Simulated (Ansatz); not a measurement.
# SiF₂ + HBr: a complex and its separated parts, part 2 of 2

Ansatz 0.2.0, Gaussian basis. Earlier steps stand in the parts before.

### 14 wB97X-V/def2-TZVPP

The inputs:

parta/in.yaml

```yaml
crystal:
  periodic: [false, false, false]
  atoms:
    - {symbol: Si, position_ang: [-1.218245, 0.248705, 0.459395]}
    - {symbol: F, position_ang: [-0.517302, 1.433543, 1.277534]}
    - {symbol: F, position_ang: [-0.951303, -0.986471, 1.443063]}
basis:
  gaussian: {orbitals: def2-TZVPP}
hamiltonian: {xc: {name: wB97X-V}}
```

partb/in.yaml

```yaml
crystal:
  periodic: [false, false, false]
  atoms:
    - {symbol: Br, position_ang: [1.636479, -0.361432, -0.943117]}
    - {symbol: H, position_ang: [1.050472, -0.334245, -2.236875]}
basis:
  gaussian: {orbitals: def2-TZVPP}
hamiltonian: {xc: {name: wB97X-V}}
```

The same command starts each run, in its folder.

Launch:

```
$ ansatz run in.yaml --threads 4 --pin off --events-out ev --progress --plain --max-ram 9574MiB
```

Log of parta, cut to the lines that bear on the results:

```text
Functional definition: wB97X-V
  name "wB97X-V"
  cite "Mardirossian & Head-Gordon, Phys. Chem. Chem. Phys. 16, 9904 (2014) doi:10.1039/C3CP54374A"
  cite "Becke, J. Chem. Phys. 107, 8554 (1997) doi:10.1063/1.475007"
  cite "Vydrov & Van Voorhis, J. Chem. Phys. 133, 244103 (2010) doi:10.1063/1.3521275"
[...]
      + integral(e_c_pw_opposite_spin*poly(b97_u_opposite, cos0, cos1)) + vv10(b, c)
603 factors; their error is unknown
106 factors; integrals over basis functions are off by at most 2.6e-5 eV
[...]
mean field -13313.37809733 eV, -489.2576209452 hartree, gradient 3.2e-5 eV, S^2 0.000000; 0 other end points of the search recorded, 0 dependent functions left out
reference -13313.37809611 eV, -489.2576209003 hartree; 16, 16 occupied and 88, 88 virtual orbitals, 603 factors
Total energy: -13313.37809611 eV, -489.2576209003 hartree
```

Log of partb, cut to the lines that bear on the results:

```text
[... 5 set-up lines as earlier in the session ...]
[...]
      + integral(e_c_pw_opposite_spin*poly(b97_u_opposite, cos0, cos1)) + vv10(b, c)
472 factors; their error is unknown
73 factors; integrals over basis functions are off by at most 1.1e-4 eV
[...]
mean field -70056.29632168 eV, -2574.5214039587 hartree, gradient 1.2e-5 eV, S^2 0.000000; 0 other end points of the search recorded, 0 dependent functions left out
reference -70056.29632062 eV, -2574.5214039196 hartree; 18, 18 occupied and 44, 44 virtual orbitals, 472 factors
Total energy: -70056.29632062 eV, -2574.5214039196 hartree
```

They took 1.1 s (parta), 0.6 s (partb) on 4 threads of Arm Neoverse V1, shared host.

### 15 wB97M-V/def2-TZVPP

Each input of step 14 (parta, partb) changes in the same lines:

```diff
-hamiltonian: {xc: {name: wB97X-V}}
+hamiltonian: {xc: {name: wB97M-V}}
```

The same command starts each run, in its folder.

Launch:

```
$ ansatz run in.yaml --threads 4 --pin off --events-out ev --progress --plain --max-ram 9574MiB
```

Log of parta, cut to the lines that bear on the results:

```text
Functional definition: wB97M-V
  name "wB97M-V"
  cite "Mardirossian & Head-Gordon, J. Chem. Phys. 144, 214110 (2016) doi:10.1063/1.4952647"
[... 2 set-up lines as earlier in the session ...]
  # Of w^i u^j: cxij and so on, Table III.
[...]
  gx(w, u) = 1 - cx + cx01*u + cx10*w
[...]
      + integral(e_c_pw_mod_opposite_spin*gos(b97_w_opposite, b97_u_opposite)) + vv10(b, c)
603 factors; their error is unknown
106 factors; integrals over basis functions are off by at most 2.6e-5 eV
[...]
mean field -13315.06734310 eV, -489.3196995821 hartree, gradient 1.3e-5 eV, S^2 0.000000; 0 other end points of the search recorded, 0 dependent functions left out
reference -13315.06737280 eV, -489.3197006736 hartree; 16, 16 occupied and 88, 88 virtual orbitals, 603 factors
Total energy: -13315.06737280 eV, -489.3197006736 hartree
```

Log of partb, cut to the lines that bear on the results:

```text
[... 5 set-up lines as earlier in the session ...]
  # Of w^i u^j: cxij and so on, Table III.
[...]
  gx(w, u) = 1 - cx + cx01*u + cx10*w
[...]
      + integral(e_c_pw_mod_opposite_spin*gos(b97_w_opposite, b97_u_opposite)) + vv10(b, c)
467 factors; their error is unknown
73 factors; integrals over basis functions are off by at most 1.1e-4 eV
[...]
mean field -70058.67557190 eV, -2574.6088397913 hartree, gradient 8.6e-6 eV, S^2 0.000000; 0 other end points of the search recorded, 0 dependent functions left out
reference -70058.67559770 eV, -2574.6088407397 hartree; 18, 18 occupied and 44, 44 virtual orbitals, 467 factors
Total energy: -70058.67559770 eV, -2574.6088407397 hartree
```

Wall times: 1.4 s (parta), 0.7 s (partb) on 4 threads of Arm Neoverse V1, shared host.

### 16 B2PLYP/def2-TZVPP

Each input of step 15 (parta, partb) changes in the same lines:

```diff
-hamiltonian: {xc: {name: wB97M-V}}
+hamiltonian: {xc: {name: B2PLYP}}
```

Each run has its own folder and the same command.

Launch:

```
$ ansatz run in.yaml --threads 4 --pin off --events-out ev --progress --plain --max-ram 9574MiB
```

parta printed, cut to the lines that bear on the results:

```text
Functional definition: B2PLYP
  name "B2PLYP"
  cite "Grimme, J. Chem. Phys. 124, 034108 (2006) doi:10.1063/1.2148954"
[... 2 set-up lines as earlier in the session ...]
[...]
663 factors; integrals over basis functions are off by at most 6.7e-4 eV
[...]
mean field -13305.43522112 eV, -488.9657256283 hartree, gradient 4.8e-6 eV, S^2 0.000000; 0 other end points of the search recorded, 0 dependent functions left out
7 core orbitals not correlated: weight in the atoms' cores, before any rotation towards them, 1.000 or more for the frozen orbitals, at most 0.000 for the correlated occupied ones
reference -13305.43532220 eV, -488.9657293430 hartree; 9, 9 occupied and 88, 88 virtual orbitals, 663 factors
second order -19.39622569 eV of doubles, -0.00000000 eV of singles
Total energy: -13310.67230314 eV, -489.1581848427 hartree
```

Log of partb, cut to the lines that bear on the results:

```text
[... 5 set-up lines as earlier in the session ...]
[...]
399 factors; integrals over basis functions are off by at most 1.5e-3 eV
[...]
mean field -70049.78223831 eV, -2574.2820158103 hartree, gradient 1.6e-6 eV, S^2 0.000000; 0 other end points of the search recorded, 0 dependent functions left out
9 core orbitals not correlated: weight in the atoms' cores, before any rotation towards them, 1.000 or more for the frozen orbitals, at most 0.000 for the correlated occupied ones
reference -70049.78233905 eV, -2574.2820195123 hartree; 9, 9 occupied and 44, 44 virtual orbitals, 399 factors
second order -9.24620043 eV of doubles, -0.00000000 eV of singles
Total energy: -70052.27881317 eV, -2574.3737632439 hartree
```

Times: 0.7 s (parta), 0.4 s (partb) on 4 threads of Arm Neoverse V1, shared host.

### 17 PBE-QIDH/def2-TZVPP

The same edit goes into each in.yaml of step 16 (parta, partb):

```diff
-hamiltonian: {xc: {name: B2PLYP}}
+hamiltonian: {xc: {name: PBE-QIDH}}
```

One command serves all of them, each in its own folder.

Launch:

```
$ ansatz run in.yaml --threads 4 --pin off --events-out ev --progress --plain --max-ram 9574MiB
```

parta printed, cut to the lines that bear on the results:

```text
Functional definition: PBE-QIDH
  name "PBE-QIDH"
  cite "Brémond, Sancho-García, Pérez-Jiménez & Adamo, J. Chem. Phys. 141, 031101 (2014) doi:10.1063/1.4890314"
[... 1 set-up line as earlier in the session ...]
[...]
663 factors; integrals over basis functions are off by at most 6.7e-4 eV
[...]
mean field -13299.01749444 eV, -488.7298785229 hartree, gradient 1.1e-6 eV, S^2 0.000000; 0 other end points of the search recorded, 0 dependent functions left out
7 core orbitals not correlated: weight in the atoms' cores, before any rotation towards them, 1.000 or more for the frozen orbitals, at most 0.000 for the correlated occupied ones
reference -13299.01750152 eV, -488.7298787829 hartree; 9, 9 occupied and 88, 88 virtual orbitals, 663 factors
second order -18.08961420 eV of doubles, -0.00000000 eV of singles
Total energy: -13305.04737292 eV, -488.9514724696 hartree
```

partb printed, cut to the lines that bear on the results:

```text
[... 4 set-up lines as earlier in the session ...]
[...]
399 factors; integrals over basis functions are off by at most 1.5e-3 eV
[...]
mean field -70043.31095694 eV, -2574.0442006063 hartree, gradient 9.0e-7 eV, S^2 0.000000; 0 other end points of the search recorded, 0 dependent functions left out
9 core orbitals not correlated: weight in the atoms' cores, before any rotation towards them, 1.000 or more for the frozen orbitals, at most 0.000 for the correlated occupied ones
reference -70043.31096406 eV, -2574.0442008680 hartree; 9, 9 occupied and 44, 44 virtual orbitals, 399 factors
second order -8.68132330 eV of doubles, -0.00000000 eV of singles
Total energy: -70046.20473850 eV, -2574.1505451169 hartree
```

Wall times: 0.75 s (parta), 0.4 s (partb) on 4 threads of Arm Neoverse V1, shared host.

### 18 RPA on PBE/def2-TZVPP

Each input of step 17 (parta, partb) changes in the same lines:

```diff
-hamiltonian: {xc: {name: PBE-QIDH}}
+hamiltonian: {xc: pbe}
+correlation: {method: rpa}
```

The same command starts each run, in its folder.

Launch:

```
$ ansatz run in.yaml --threads 4 --pin off --events-out ev --progress --plain --max-ram 9574MiB
```

Log of parta, cut to the lines that bear on the results:

```text
[... 4 set-up lines as earlier in the session ...]
[...]
663 factors; integrals over basis functions are off by at most 6.7e-4 eV
[...]
mean field -13307.45447262 eV, -489.0399317520 hartree, gradient 1.1e-6 eV, S^2 0.000000; 0 other end points of the search recorded, 0 dependent functions left out
7 core orbitals not correlated: weight in the atoms' cores, before any rotation towards them, 1.000 or more for the frozen orbitals, at most 0.000 for the correlated occupied ones
reference -13278.34349266 eV, -487.9701229707 hartree; 9, 9 occupied and 88, 88 virtual orbitals, 663 factors
Total energy: -13303.11228042 eV, -488.8803591322 hartree
```

partb printed, cut to the lines that bear on the results:

```text
[... 4 set-up lines as earlier in the session ...]
[...]
399 factors; integrals over basis functions are off by at most 1.5e-3 eV
[...]
mean field -70052.13667503 eV, -2574.3685397637 hartree, gradient 4.0e-6 eV, S^2 0.000000; 0 other end points of the search recorded, 0 dependent functions left out
9 core orbitals not correlated: weight in the atoms' cores, before any rotation towards them, 1.000 or more for the frozen orbitals, at most 0.000 for the correlated occupied ones
reference -70014.55938742 eV, -2572.9875999147 hartree; 9, 9 occupied and 44, 44 virtual orbitals, 399 factors
Total energy: -70026.49301328 eV, -2573.4261525763 hartree
```

Times: 0.7 s (parta), 0.35 s (partb) on 4 threads of Arm Neoverse V1, shared host.

### 19 CCSD(T)/def2-TZVPP

The same edit goes into each in.yaml of step 18 (parta, partb):

```diff
-hamiltonian: {xc: pbe}
-correlation: {method: rpa}
+correlation: {method: ccsd_t}
```

Each run has its own folder and the same command.

Launch:

```
$ ansatz run in.yaml --threads 4 --pin off --events-out ev --progress --plain --max-ram 9574MiB
```

parta printed, cut to the lines that bear on the results:

```text
Functional definition: HF
  name "HF"
  cite "Fock, Z. Phys. 61, 126 (1930) doi:10.1007/BF01340294"
[... 1 set-up line as earlier in the session ...]
[...]
663 factors; integrals over basis functions are off by at most 6.7e-4 eV
[...]
mean field -13279.46195212 eV, -488.0112255978 hartree, gradient 1.3e-6 eV, S^2 0.000000; 0 other end points of the search recorded, 0 dependent functions left out
7 core orbitals not correlated: weight in the atoms' cores, before any rotation towards them, 1.000 or more for the frozen orbitals, at most 0.000 for the correlated occupied ones
reference -13279.46195212 eV, -488.0112255978 hartree; 9, 9 occupied and 88, 88 virtual orbitals, 663 factors
second order -16.24829175 eV of doubles, -0.00000000 eV of singles
cycle   1  -16.02006920 eV  change    2.3e-1 eV  update   9.7e-2
[...]
cycle  10  -16.48424548 eV  change   -3.5e-6 eV  update   3.8e-6
perturbative correction -0.50702075 eV, -0.0186326688 hartree
Total energy: -13296.45321834 eV, -488.6356431144 hartree
```

Output in partb, cut to the lines that bear on the results:

```text
[... 4 set-up lines as earlier in the session ...]
[...]
399 factors; integrals over basis functions are off by at most 1.5e-3 eV
[...]
mean field -70014.93831902 eV, -2573.0015253943 hartree, gradient 1.4e-6 eV, S^2 0.000000; 0 other end points of the search recorded, 0 dependent functions left out
9 core orbitals not correlated: weight in the atoms' cores, before any rotation towards them, 1.000 or more for the frozen orbitals, at most 0.000 for the correlated occupied ones
reference -70014.93831902 eV, -2573.0015253943 hartree; 9, 9 occupied and 44, 44 virtual orbitals, 399 factors
second order -7.83906948 eV of doubles, -0.00000000 eV of singles
cycle   1  -7.92765233 eV  change   -8.9e-2 eV  update   4.5e-2
[...]
cycle   7  -8.11359853 eV  change   -4.7e-6 eV  update   1.2e-5
perturbative correction -0.24160216 eV, -0.0088787157 hartree
Total energy: -70023.29351971 eV, -2573.3085733564 hartree
```

They took 1.4 s (parta), 2 s (partb) on 4 threads of Arm Neoverse V1, shared host.

### 20 Vibrations of SiF₂

The input, vib-parta/in.yaml:

```yaml
crystal:
  periodic: [false, false, false]
  atoms:
    - {symbol: Si, position_ang: [-1.218245, 0.248705, 0.459395]}
    - {symbol: F, position_ang: [-0.517302, 1.433543, 1.277534]}
    - {symbol: F, position_ang: [-0.951303, -0.986471, 1.443063]}
basis:
  gaussian: {orbitals: def2-TZVP}
hamiltonian: {xc: pbe0, dispersion: d4}
phonons: {temperatures: {t_min: 298.15, t_max: 900, t_step: 200}}
```

Launch:

```
$ ansatz run in.yaml --threads 4 --pin off --events-out ev --progress --plain --max-ram 9574MiB
```

Output, cut to the lines that bear on the results:

```text
[... 5 set-up lines as earlier in the session ...]
[...]
580 factors; their error is unknown
[...]
mean field -13308.00449262 eV, -489.0601446145 hartree, gradient 3.5e-6 eV, S^2 0.000000; 0 other end points of the search recorded, 0 dependent functions left out
[...]
Total energy: -13308.03433241 eV, -489.0612412064 hartree
Atom 0 at    -1.218245     0.248705     0.459395 Å, force    -0.000177     0.000009    -0.000330 eV/Å
Atom 1 at    -0.517302     1.433543     1.277534 Å, force     0.000239     0.000831     0.000108 eV/Å
Atom 2 at    -0.951303    -0.986471     1.443063 Å, force    -0.000061    -0.000840     0.000222 eV/Å
Dipole moment:    -0.107049     0.005567    -0.199281 e Å
Vibrations: 339.58 855.62 870.61 cm⁻¹, zero-point energy 0.128063 eV
```

Run time: 2.6 s. Hardware: 4 threads of Arm Neoverse V1, shared host.

Wavenumbers and character of the modes:

```csv
mode,wavenumber (cm⁻¹),character
1,340,bend
2,856,Si–F stretch
3,871,Si–F stretch
```

Vibrational sums (real modes only):

```csv
T (K),entropy (J/mol/K),heat capacity (J/mol/K)
298,6.4,11.3
498,14.0,17.8
698,20.5,20.8
898,26.0,22.3
```

### 21 Vibrations of HBr

The input, vib-partb/in.yaml:

```yaml
crystal:
  periodic: [false, false, false]
  atoms:
    - {symbol: Br, position_ang: [1.636479, -0.361432, -0.943117]}
    - {symbol: H, position_ang: [1.050472, -0.334245, -2.236875]}
basis:
  gaussian: {orbitals: def2-TZVP}
hamiltonian: {xc: pbe0, dispersion: d4}
phonons: {temperatures: {t_min: 298.15, t_max: 900, t_step: 200}}
```

Launch:

```
$ ansatz run in.yaml --threads 4 --pin off --events-out ev --progress --plain --max-ram 9574MiB
```

Output, cut to the lines that bear on the results:

```text
[... 5 set-up lines as earlier in the session ...]
[...]
457 factors; their error is unknown
[...]
mean field -70054.57278216 eV, -2574.4580650494 hartree, gradient 2.1e-5 eV, S^2 0.000000; 0 other end points of the search recorded, 0 dependent functions left out
[...]
reference -70054.57271764 eV, -2574.4580626783 hartree; 18, 18 occupied and 36, 36 virtual orbitals, 457 factors
Total energy: -70054.57831875 eV, -2574.4582685156 hartree
Atom 0 at     1.636479    -0.361432    -0.943117 Å, force     0.000014    -0.000001     0.000032 eV/Å
Atom 1 at     1.050472    -0.334245    -2.236875 Å, force    -0.000014     0.000001    -0.000032 eV/Å
Dipole moment:    -0.081819     0.003796    -0.180637 e Å
Vibrations: 2667.47 cm⁻¹, zero-point energy 0.165362 eV
```

It took 2.3 s on 4 threads of Arm Neoverse V1, shared host.

The modes, with what each moves most:

```csv
mode,wavenumber (cm⁻¹),character
1,2667,Br–H stretch
```

Vibrational sums (real modes only):

```csv
T (K),entropy (J/mol/K),heat capacity (J/mol/K)
298,0.0,0.0
498,0.0,0.2
698,0.2,1.0
898,0.6,2.2
```

### 22 Complex less separated parts

The complex's own energies come from single points at the same levels.

Rows are in def2-TZVPP; times add the 3 runs of a level on a shared host, so small differences are noise.

Differences are taken before rounding.

```csv
method,rung,complex less parts (kJ/mol),from CCSD(T) (kJ/mol),time
SPW92,LDA,-21.5,-16.4,1 s
PBE-D4,GGA,-14.6,-9.5,1.8 s
BLYP-D4,GGA,-11.3,-6.2,1.6 s
r2SCAN-D4,meta-GGA,-12.2,-7.0,3.7 s
B97M-V,meta-GGA,-9.0,-3.9,6.5 s
PBE0-D4,hybrid,-13.0,-7.8,2.4 s
B3LYP-D4,hybrid,-10.9,-5.8,2.8 s
r2SCAN0-D4,hybrid,-11.5,-6.4,4.4 s
BHLYP-D4,hybrid,-11.1,-5.9,2 s
CAM-B3LYP-D4,range-separated hybrid,-8.9,-3.8,2.5 s
wB97X-V,range-separated hybrid,-9.3,-4.1,5.8 s
wB97M-V,range-separated hybrid,-9.5,-4.3,7 s
B2PLYP,double hybrid,-3.5,+1.7,3.7 s
PBE-QIDH,double hybrid,-7.8,-2.7,3.7 s
RPA on PBE,RPA,-1.3,+3.9,3.3 s
Hartree-Fock,wavefunction,4.8,+10.0,
MP2,wavefunction,-7.0,-1.9,
CCSD,wavefunction,-3.5,+1.7,
CCSD(T),wavefunction,-5.1,0,38 s
```

Among the levels timed on like hardware and quicker than the yardstick, those that no quicker one beats, quickest first: SPW92 (1 s, -16.4 kJ/mol); BLYP-D4 (1.6 s, -6.2 kJ/mol); BHLYP-D4 (2 s, -5.9 kJ/mol); CAM-B3LYP-D4 (2.5 s, -3.8 kJ/mol); B2PLYP (3.7 s, +1.7 kJ/mol).

For cost: B2PLYP gets within 1.7 kJ/mol in 3.7 s, where CCSD(T) took 38 s; the quickest level in the cost chart, SPW92, takes 1 s and misses by 16.4 kJ/mol.

The complex's zero-point energy, from a separate PBE0-D4 run, is 0.322 eV.

### 23 What came out

This closing draws on all 2 parts.

| quantity | value |
| --- | --- |
| complex less parts, CCSD(T)/def2-TZVPP | -5.1 kJ/mol |
| with zero-point energy | -2.4 kJ/mol |
| largest T1 diagnostic | 0.015 |

What this shows: At CCSD(T) the complex lies 5.1 kJ/mol below its parts. Among the functionals B2PLYP lands nearest to CCSD(T) (+1.7 kJ/mol) and SPW92 farthest (-16.4 kJ/mol). By rung, the mean size of the error is: LDA 16.4, GGA 7.8, meta-GGA 5.4, hybrid 6.5, range-separated hybrid 4.1, double hybrid 2.2 kJ/mol. PBE-D4 gives a relative energy 9.5 kJ/mol too low, an error of 185 % of the reference. The complex's frequency run has imaginary modes: the structure is no minimum, so both the energy and the zero-point correction are in doubt. No counterpoise was applied, and triple zeta lacks some correlation, so the CCSD(T) reference has a basis error of its own, and close matches with it are partly luck. The restricted Hartree–Fock reference is unstable towards an unrestricted one at one or more of these structures.
